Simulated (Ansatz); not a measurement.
# CH₅AlClN, SMILES [NH2][AlH][CH2]Cl: a polarisability from point charges

Program: Ansatz 0.2.0, Python API.

Contents of `ch5alcln.xyz`:
```text
9

N    -0.04790    1.99040    0.09110
Al    0.74830    0.32270    0.00250
C    -0.38750   -1.32650   -0.06740
Cl    0.78310   -2.74020   -0.12350
H    -0.70790    2.02250    0.90680
H    -0.72450    2.11290   -0.75420
H     2.37210    0.22540   -0.01060
H    -0.94850   -1.36310    0.84980
H    -0.99870   -1.29040   -0.91170
```

The script, `ch5alcln_field.py`:
```python
# -*- coding: utf-8 -*-
"""Dipole of CH5AlClN in the field of point charges."""

import warnings

import ansatz as az
import numpy as np


def main():
    warnings.simplefilter("ignore", az.DeckWarning)

    ch5alcln = az.Crystal.molecule_from_extxyz("ch5alcln.xyz")

    job = (
        ch5alcln.calculation()
        .basis(gaussian="def2-SVPD")
        .correlation("mp2")
        .forces()
    )
    # charges +q and -q at -R and +R make a nearly even field 2 k q / R^2 at the centre
    centre = np.mean([site.position_ang for site in ch5alcln.cartesian_sites], axis=0)
    field = 2 * 14.399645 * 3.0 / 25.0 ** 2


    def dipole(axis, sign):
        arm = 25.0 * np.eye(3)[axis]
        pair = [{"charge": sign * 3.0, "position_ang": (centre - arm).tolist()}, {"charge": -sign * 3.0, "position_ang": (centre + arm).tolist()}]
        deck = job.input().set(az.key.basis.gaussian.point_charges, pair)
        return np.array(az.Session.from_dict(deck).plan().execute().report["charge_distribution"]["dipole_moment_e_ang"])


    print(f"field {field:.4f} V/A")
    alpha = np.array([(dipole(axis, 1) - dipole(axis, -1)) / (2 * field) * 14.399645 for axis in range(3)])
    print("polarisability tensor (A^3)")
    print(np.array2string(alpha, precision=3, suppress_small=True))
    print(f"mean {np.trace(alpha) / 3:.3f} A^3 = {np.trace(alpha) / 3 / 0.14818471:.2f} bohr^3")


if __name__ == "__main__":
    main()
```

```console
$ python ch5alcln_field.py
field 0.1382 V/A
polarisability tensor (A^3)
[[ 9.102 -0.522 -0.024]
 [-0.559 11.64   0.139]
 [-0.024  0.132  7.46 ]]
mean 9.401 A^3 = 63.44 bohr^3
```

The geometry is a force-field or estimated start, not a minimum of this method, and the basis set is short of its limit. The field of two point charges is only nearly even. Finished in 38 s on 1 thread of Arm Neoverse V2, on a shared host, peak memory 0.43 GiB.
